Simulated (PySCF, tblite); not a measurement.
# C₃H₁₀BP: dynamics, then NMR shifts on frames, part 2 of 2

tblite 0.8.0 and PySCF 2.14.0. Atoms count from 0. The steps go on from the part before.

### 5 Shielding tensors: 625 fs, PBE0/pcSseg-1

The job: settings as JSON, then the geometry in Å.

```
{"job": {"kind": "nmr", "xc": "PBE0", "basis": "pcSseg-1", "pop": false}, "charge": 0, "multiplicity": 1}
C     -1.842000    -0.198100    -1.032700
C     -0.866600     0.177800     0.119700
C     -1.511800     1.234500     1.021000
B      0.448300     0.900700    -0.464300
P      2.073100     0.062400    -0.547100
H     -2.840000    -0.336400    -0.653000
H     -1.724600     0.550200    -1.824200
H     -1.526200    -1.142900    -1.471800
H     -0.586800    -0.695700     0.660300
H     -2.366300     0.845200     1.578300
H     -0.739200     1.418100     1.823000
H     -1.751700     2.226400     0.520300
H      0.298500     1.981900    -0.989200
H      2.979700     1.012500    -0.167900
H      2.208700    -0.787900     0.675500
```

Level: GIAO PBE0/pcSseg-1 NMR shielding, non-relativistic, gas phase.

Output:

```text
coarse grid: 12168 points
cycle   1  E = -486.0922225688  dE =  1.544e-01  |g| = 3.597e-01  |ddm| = 3.176e+00
cycle   2  E = -486.0780512000  dE =  1.417e-02  |g| = 4.328e-01  |ddm| = 8.164e-01
cycle   3  E = -486.1309543201  dE = -5.290e-02  |g| = 3.505e-02  |ddm| = 4.889e-01
cycle   4  E = -486.1312230468  dE = -2.687e-04  |g| = 1.802e-02  |ddm| = 5.990e-02
cycle   5  E = -486.1313070748  dE = -8.403e-05  |g| = 3.410e-03  |ddm| = 2.214e-02
cycle   6  E = -486.1313095538  dE = -2.479e-06  |g| = 1.224e-03  |ddm| = 4.123e-03
final grid: 110480 points
cycle   7  E = -486.1602609744  dE = -2.840e-05  |g| = 7.576e-03  |ddm| = 2.545e-02
cycle   8  E = -486.1602520089  dE =  8.965e-06  |g| = 9.499e-03  |ddm| = 1.578e-02
cycle   9  E = -486.1602763630  dE = -2.435e-05  |g| = 4.707e-04  |ddm| = 9.501e-03
cycle  10  E = -486.1602764170  dE = -5.391e-08  |g| = 1.851e-04  |ddm| = 7.507e-04
cycle  11  E = -486.1602764259  dE = -8.947e-09  |g| = 3.392e-05  |ddm| = 1.891e-04
cycle  12  E = -486.1602764262  dE = -2.779e-10  |g| = 7.736e-06  |ddm| = 4.057e-05
converged SCF energy = -486.1602764262

GIAO shielding tensors (ppm)
atom      isotropic    diamagn.    paramagn.     s11        s22        s33       span
  0 C      166.949     248.759     -81.810    149.093    164.720    187.033     37.940
  1 C      153.970     247.763     -93.793    136.674    155.596    169.639     32.965
  2 C      165.337     249.287     -83.950    149.259    166.602    180.149     30.889
  3 B       10.130     197.576    -187.445    -88.869     -1.708    120.969    209.838
  4 P      481.065     968.659    -487.593    400.093    470.735    572.368    172.275
  5 H       30.810      30.333       0.477     26.768     28.628     37.033     10.264
  6 H       30.352      30.186       0.166     26.292     28.961     35.802      9.510
  7 H       30.716      30.985      -0.269     25.815     29.091     37.242     11.426
  8 H       30.382      35.004      -4.623     27.668     28.719     34.758      7.090
  9 H       30.279      30.053       0.225     26.011     27.988     36.836     10.825
 10 H       29.772      30.238      -0.466     24.730     28.452     36.133     11.402
 11 H       29.478      29.022       0.456     25.810     27.354     35.270      9.460
 12 H       23.460      31.044      -7.584     16.285     26.613     27.482     11.196
 13 H       28.477      30.295      -1.818     24.080     25.709     35.642     11.562
 14 H       26.951      29.145      -2.194     22.512     25.734     32.608     10.096
```

It took 11 s on 1 thread of Arm Neoverse V1, shared host; peak memory 0.71 GiB.

Key values: δ C1 33.0, C2 21.6, C0 20.0, B3 89.9, H12 8.26, H14 4.77 ppm.

### 6 NMR shieldings: 800 fs, PBE0/pcSseg-1

The job: settings as JSON, then the geometry in Å.

```
{"job": {"kind": "nmr", "xc": "PBE0", "basis": "pcSseg-1", "pop": false}, "charge": 0, "multiplicity": 1}
C     -1.121100    -0.851900    -0.572700
C     -0.679300     0.045500     0.623300
C     -1.890800     0.526400     1.458700
B      0.133300     1.200100     0.016300
P      1.788900     0.769300    -0.860800
H     -1.598100    -1.709400    -0.080000
H     -1.845900    -0.314300    -1.267300
H     -0.319200    -1.135800    -1.266600
H     -0.015700    -0.647300     1.236400
H     -2.063400    -0.001000     2.366400
H     -1.698400     1.582800     1.695600
H     -2.901000     0.508100     0.989900
H     -0.113200     2.314300    -0.027800
H      2.782000     1.523600    -0.192600
H      2.090500    -0.400300    -0.063000
```

Method: GIAO PBE0/pcSseg-1 NMR shielding, non-relativistic, gas phase.

Output:

```text
coarse grid: 12168 points
cycle   1  E = -486.0897936918  dE =  1.298e-01  |g| = 3.362e-01  |ddm| = 3.172e+00
cycle   2  E = -486.0826762947  dE =  7.117e-03  |g| = 3.819e-01  |ddm| = 7.089e-01
cycle   3  E = -486.1229208468  dE = -4.024e-02  |g| = 3.745e-02  |ddm| = 4.116e-01
cycle   4  E = -486.1232435489  dE = -3.227e-04  |g| = 1.700e-02  |ddm| = 6.496e-02
cycle   5  E = -486.1233164701  dE = -7.292e-05  |g| = 3.594e-03  |ddm| = 2.207e-02
cycle   6  E = -486.1233193328  dE = -2.863e-06  |g| = 1.117e-03  |ddm| = 4.224e-03
final grid: 110480 points
cycle   7  E = -486.1527142169  dE = -2.711e-05  |g| = 7.333e-03  |ddm| = 2.571e-02
cycle   8  E = -486.1527061245  dE =  8.092e-06  |g| = 9.136e-03  |ddm| = 1.547e-02
cycle   9  E = -486.1527287828  dE = -2.266e-05  |g| = 4.686e-04  |ddm| = 9.231e-03
cycle  10  E = -486.1527288338  dE = -5.102e-08  |g| = 1.732e-04  |ddm| = 7.078e-04
cycle  11  E = -486.1527288414  dE = -7.584e-09  |g| = 2.938e-05  |ddm| = 1.663e-04
cycle  12  E = -486.1527288416  dE = -2.025e-10  |g| = 7.622e-06  |ddm| = 3.416e-05
converged SCF energy = -486.1527288416

GIAO shielding tensors (ppm)
atom      isotropic    diamagn.    paramagn.     s11        s22        s33       span
  0 C      160.711     248.662     -87.951    127.671    173.698    180.765     53.094
  1 C      148.951     249.627    -100.676    117.398    155.597    173.857     56.459
  2 C      165.358     243.620     -78.263    148.128    152.370    195.576     47.448
  3 B        0.811     196.067    -195.256    -89.910    -27.323    119.665    209.575
  4 P      476.698     968.394    -491.696    399.745    441.694    588.656    188.911
  5 H       29.333      30.036      -0.703     25.140     27.517     35.340     10.199
  6 H       29.646      29.596       0.050     26.081     27.852     35.007      8.926
  7 H       30.312      31.432      -1.120     25.200     29.931     35.805     10.606
  8 H       28.288      32.186      -3.899     22.910     28.943     33.009     10.099
  9 H       30.821      29.335       1.487     26.435     28.611     37.418     10.983
 10 H       29.595      28.837       0.758     24.546     28.100     36.138     11.592
 11 H       30.202      28.388       1.815     26.662     28.187     35.758      9.096
 12 H       22.662      31.578      -8.916     12.803     27.069     28.115     15.311
 13 H       28.228      29.753      -1.525     24.165     25.472     35.048     10.884
 14 H       28.284      30.788      -2.503     23.643     28.700     32.510      8.867
```

Wall time 11 s (1 thread of Arm Neoverse V1, shared host); peak memory 0.71 GiB.

This run: δ C1 38.0, C0 26.2, C2 21.6, B3 99.3, H12 9.05, H13 3.49 ppm.

### 7 Shielding tensors: 1000 fs, PBE0/pcSseg-1

The job: settings as JSON, then the geometry in Å.

```
{"job": {"kind": "nmr", "xc": "PBE0", "basis": "pcSseg-1", "pop": false}, "charge": 0, "multiplicity": 1}
C     -0.968800    -0.907500    -0.491000
C     -0.181100     0.025400     0.372400
C     -0.868200     0.301900     1.743600
B      0.350400     1.404400    -0.261900
P      2.114600     1.503300    -0.675600
H     -1.072200    -1.939100    -0.024100
H     -2.004700    -0.600300    -0.785200
H     -0.401800    -1.131300    -1.415800
H      0.704500    -0.572300     0.546700
H     -0.190400     0.737200     2.458900
H     -1.807700     0.925800     1.546800
H     -1.153800    -0.682000     2.208100
H     -0.370500     2.272700    -0.522700
H      2.848200     2.371100     0.022100
H      2.541000     0.416100     0.025000
```

Method: GIAO PBE0/pcSseg-1 NMR shielding, non-relativistic, gas phase.

Output:

```text
coarse grid: 12168 points
cycle   1  E = -486.0831051058  dE =  2.370e-01  |g| = 3.485e-01  |ddm| = 3.201e+00
cycle   2  E = -486.0676969210  dE =  1.541e-02  |g| = 4.277e-01  |ddm| = 8.165e-01
cycle   3  E = -486.1197114665  dE = -5.201e-02  |g| = 3.732e-02  |ddm| = 4.874e-01
cycle   4  E = -486.1200284142  dE = -3.169e-04  |g| = 1.850e-02  |ddm| = 6.286e-02
cycle   5  E = -486.1201134930  dE = -8.508e-05  |g| = 3.222e-03  |ddm| = 2.133e-02
cycle   6  E = -486.1201157877  dE = -2.295e-06  |g| = 1.340e-03  |ddm| = 4.410e-03
final grid: 110480 points
cycle   7  E = -486.1481481461  dE = -2.986e-05  |g| = 7.620e-03  |ddm| = 2.710e-02
cycle   8  E = -486.1481375350  dE =  1.061e-05  |g| = 9.831e-03  |ddm| = 1.599e-02
cycle   9  E = -486.1481637740  dE = -2.624e-05  |g| = 5.056e-04  |ddm| = 9.663e-03
cycle  10  E = -486.1481638378  dE = -6.377e-08  |g| = 1.959e-04  |ddm| = 8.338e-04
cycle  11  E = -486.1481638480  dE = -1.022e-08  |g| = 3.098e-05  |ddm| = 2.050e-04
cycle  12  E = -486.1481638483  dE = -2.302e-10  |g| = 9.245e-06  |ddm| = 3.923e-05
converged SCF energy = -486.1481638483

GIAO shielding tensors (ppm)
atom      isotropic    diamagn.    paramagn.     s11        s22        s33       span
  0 C      161.458     246.686     -85.228    147.259    154.948    182.168     34.909
  1 C      146.292     249.665    -103.373    134.515    141.253    163.108     28.594
  2 C      161.429     246.826     -85.398    147.439    155.680    181.168     33.729
  3 B       11.581     194.821    -183.240    -74.846    -23.930    133.518    208.364
  4 P      498.731     970.090    -471.360    407.148    461.119    627.925    220.777
  5 H       29.357      29.597      -0.239     25.657     26.894     35.521      9.864
  6 H       29.747      29.493       0.254     26.098     27.283     35.861      9.763
  7 H       29.852      30.590      -0.738     24.950     28.719     35.887     10.937
  8 H       29.715      35.383      -5.668     26.095     27.807     35.244      9.149
  9 H       30.490      30.171       0.319     26.053     28.923     36.495     10.442
 10 H       29.096      28.192       0.904     25.231     27.040     35.016      9.785
 11 H       29.647      29.178       0.469     26.167     27.405     35.369      9.202
 12 H       23.836      30.374      -6.539     16.790     26.387     28.329     11.539
 13 H       28.761      31.344      -2.583     24.848     25.147     36.288     11.440
 14 H       29.558      33.373      -3.815     24.229     29.591     34.855     10.626
```

Wall time 11 s (1 thread of Arm Neoverse V1, shared host); peak memory 0.71 GiB.

In short: δ C1 40.6, C2 25.5, C0 25.5, B3 88.5, H12 7.88, H13 2.96 ppm.

### 8 Side by side: NMR shifts

Shifts (ppm) of some atoms, chosen among heavy atoms and hydrogens apart, with basis size and wall time:

```tsv
frame	C1	C0	C2	H14	H8	B3	P4	functions	time
250 fs	29.5	19.0	17.8	2.97	1.98	97.7	-184.6	142	11 s
425 fs	36.6	23.8	22.3	2.59	1.54	93.9	-195.1	142	11 s
625 fs	33.0	20.0	21.6	4.77	1.34	89.9	-162.7	142	11 s
800 fs	38.0	26.2	21.6	3.43	3.43	99.3	-158.3	142	11 s
1000 fs	40.6	25.5	25.5	2.16	2.00	88.5	-180.4	142	11 s
```

### 9 Summary of results

What follows sums up all 2 parts.

| quantity | value |
| --- | --- |
| thermostat | 300 K |
| mean temperature, second half | 279 K |
| mean potential energy above the minimum | 0.45 eV |
| 13C shifts against TMS (PBE0/pcSseg-1, 250 fs) | 29.5, 19.0, 17.8 ppm |
| 1H shifts against TMS (PBE0/pcSseg-1, 250 fs) | 8.51, 4.35, 2.97, 1.98, 1.20, 0.99, 0.94, 0.87, 0.49, 0.36 ppm |
| 11B shifts against BF3·OEt2 (PBE0/pcSseg-1, 250 fs) | 97.7 ppm |
| 31P shifts against H3PO4 (PBE0/pcSseg-1, 250 fs) | -184.6 ppm |
| range of the shift of P4 | -195.1 to -158.3 ppm |

What this shows: In the second half the potential energy averages 0.45 eV above the minimum; equipartition over 39 harmonic modes at 300 K would give 0.50 eV. With 15 atoms the temperature swings widely (142 to 388 K). Shifts at one fixed geometry are not the observed spectrum, which averages over the motion. In the first frame run (250 fs): Shielding is most anisotropic at B3 (span 211 ppm, paramagnetic term -192 ppm). In ppm, P4 moves most: its shift spreads over 36.8 ppm, from -195.1 (425 fs) to -158.3 (800 fs).
